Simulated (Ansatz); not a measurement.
# AlAsH (quartet): wave-function methods side by side, cc-pVDZ

An exercise on one series of results from a longer session: the logs are not shown, and one member is left open.

Computed with Ansatz 0.2.0, Gaussian basis. Level: cc-pVDZ, core rule «outside noble gas», up to 19 orbitals frozen.

Plan: UHF; CCSD(T) on ROHF; CCSD(T) on UHF; BCCD(T) on ROHF; CISD as a restricted active space (open shells left free, so some higher excitations enter); CCSDT(Q) on ROHF; CCSDT(Q) on UHF.

25 further runs of the same task are left out: 4 for a known fault of the program, 12 that didn't finish, 9 set aside as unsound or not needed. Runs told in other sessions of the task aren't counted.

**The system**

The geometry is a PBE0/def2-TZVP stationary point (not a proven minimum) of the parent state, kept for this charge and spin. No spin-orbit coupling is included. The filled d shell of As may be among the frozen orbitals whatever the setting's name suggests.

3 atoms, charge 0, spin multiplicity 4.

Atoms are counted from 1 here; the program's logs count them from 0.

Bond lengths: Al1–As2 2.238 Å, Al1–H3 1.583 Å. Angles: As2–Al1–H3 180.0°.

Set-up of the first run:

Input file in.yaml:

```yaml
crystal:
  periodic: [false, false, false]
  atoms:
    - {symbol: Al, position_ang: [0.000000, 0.000000, -0.218333]}
    - {symbol: As, position_ang: [0.000000, 0.000000, 2.020067]}
    - {symbol: H, position_ang: [0.000000, 0.000000, -1.801733]}
basis:
  gaussian: {orbitals: cc-pVDZ}
magnetization: {spin_polarized: true, initial_magnetization: 3}
hamiltonian: {xc: hf}
output: {orbitals: {seedname: orbitals}}
```

Run with:

```bash
> ansatz run in.yaml --threads 1 --pin off --events-out ev --progress --plain --max-ram 2393MiB
```

Steps of the session up to this table: UHF; CCSD(T) on ROHF; CCSD(T) on UHF; BCCD(T) on ROHF; CISD as a restricted active space (open shells left free, so some higher excitations enter); CCSDT(Q) on ROHF; CCSDT(Q) on UHF.

One of the session's tables, all rows but one given; the rest of the session is left out.

It belongs to the step «Misses and costs». 

| method | from UCCSDT(Q) (meV) |
| --- | --- |
| ROHF | +4233.2 |
| UHF | +4035.8 |
| RMP2 | +963.4 |
| UMP2 | +990.7 |
| CISD | +426.7 |
| RCCSD | +163.2 |
| UCCSD | +152.2 |
| RCCSD(T) | +49.6 |
| UCCSD(T) | +42.6 |
| BCCD(T) | ? |
| RCCSDT | +15.2 |
| UCCSDT | +7.8 |
| RCCSDT(Q) | +7.5 |
| UCCSDT(Q) | 0 |

**Question.** Estimate the row for BCCD(T).

**Answer.** from UCCSDT(Q) (meV): +50.2. In the column «from UCCSDT(Q) (meV)» it lies between RCCSD(T) (+49.6) and UCCSD (+152.2).

The ROHF row is the lowest such solution found; the determinant under the restricted MP2 and coupled-cluster rows lies 0.01 eV higher.

To keep in mind: Restricted and unrestricted rows rest on different reference determinants; a gap between their highest levels can come from leftover correlation error, from unlike frozen cores or from another state.
